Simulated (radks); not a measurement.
# Nuclear size and the levels of Ti²⁺

The task here is to estimate one member of a computed series from the others.

Method: Dirac Kohn-Sham, LDA (Slater exchange, Perdew-Wang correlation), spin-unpolarised, spherical densities, finite nucleus; open shells fill j = l - 1/2 first. Code: radks (a radial shooting solver on a logarithmic mesh, Libxc functionals) version 1.

## Starting point

| Property | Result |
| --- | --- |
| element | titanium (Z = 22) |
| charge | +2 |
| electrons | 20 |
| configuration | [Ar] 3d2 |
| nuclear rms radius | 3.5921 fm |

Set-up of the first run:

Settings of this run:

```text
Z 22
configuration [Ar] 3d2 4s0 4p0
relativity Dirac
functional lda,pw
spin unpolarised
j_filling energy
nucleus finite rms 3.5921 fm
c 137.035999084
```

Among the steps run: rms radius 3.5921 fm.

One of the session's tables, all rows but one given; the rest of the session is left out.

Radial moments (bohr):

```
level    <r>  outermost maximum (interpolated)  90 % within  nodes
3s1/2  1.009                             0.870         1.51      2
3p1/2      ?                                 ?            ?      ?
3p3/2  1.087                             0.903         1.68      1
3d3/2  1.425                             0.967         2.43      0
3d5/2  1.429                             0.969         2.43      0
4s1/2  2.894                              2.57         4.22      3
4p1/2  3.396                              2.99         4.99      2
4p3/2  3.413                              3.01         5.02      2
```

**Question.** Estimate the row for 3p1/2.

The run gave: <r>: 1.079; outermost maximum (interpolated): 0.897; 90 % within: 1.66; nodes: 1. In the column «<r>» it lies between 3s1/2 (1.009) and 3p3/2 (1.087).
